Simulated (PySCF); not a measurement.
# CH5AlO2: the cost of one run

Programs: PySCF 2.14.0. All values are calculated, for the isolated system unless a continuum is named. Atoms count from 0, parts from 1.

## Step 1: Starting point

Each species was relaxed by itself at PBE0-D3(BJ)/def2-SVPD.

## Step 2: Reaction energy: wB97M-D3(BJ)/def2-TZVPD

Job settings and geometry (Å):

```
{"job": {"kind": "react", "xc": "wB97M-D3(BJ)", "basis": "def2-TZVPD"}, "charge": 0, "multiplicity": 1}
-1 CH5AlO2 charge 0 multiplicity 1
C     -0.446780    -0.093030    -1.448640
Al     0.129010     0.014700     0.393670
O      0.814190     1.485310     0.952790
O     -0.080080    -1.345790     1.419760
H     -1.410610     0.423350    -1.583480
H     -0.582080    -1.134420    -1.774640
H      0.270830     0.394330    -2.125730
H      1.139330     1.678940     1.830560
H      0.164930    -1.417510     2.341080

-1 H2S charge 0 multiplicity 1
S     -0.007010     0.615370     0.007280
H     -0.981270    -0.319060    -0.001810
H      0.968480    -0.317630    -0.011340

+1 AlH3O2S charge 0 multiplicity 1
O     -1.329360    -0.902880     0.332360
Al     0.012770     0.048790    -0.111100
O      0.135490     0.697920    -1.683880
S      1.538200     0.388750     1.407140
H     -2.058410    -1.134020    -0.243180
H      0.842680     1.246010    -2.021790
H      0.858640    -0.344620     2.320420

+1 CH4 charge 0 multiplicity 1
C      0.000350     0.000610     0.001670
H     -0.593890    -0.839960    -0.377420
H     -0.450090     0.944950    -0.328030
H      0.021230    -0.031390     1.097990
H      1.024100    -0.071130    -0.385840
```

With the program's defaults for keys left out, this is: wB97M-D3(BJ)/def2-TZVPD reaction energy of separated species, gas phase.

Started as:

```sh
$ OMP_NUM_THREADS=1 python cluster_run.py task.json out
```

The driver reads the jobs from task.json and runs them one after another.

Q: Estimate the wall time and peak memory of this first job on 1 thread of Arm Neoverse N1, shared host.

About 50 s, with a peak of 0.72 GiB.
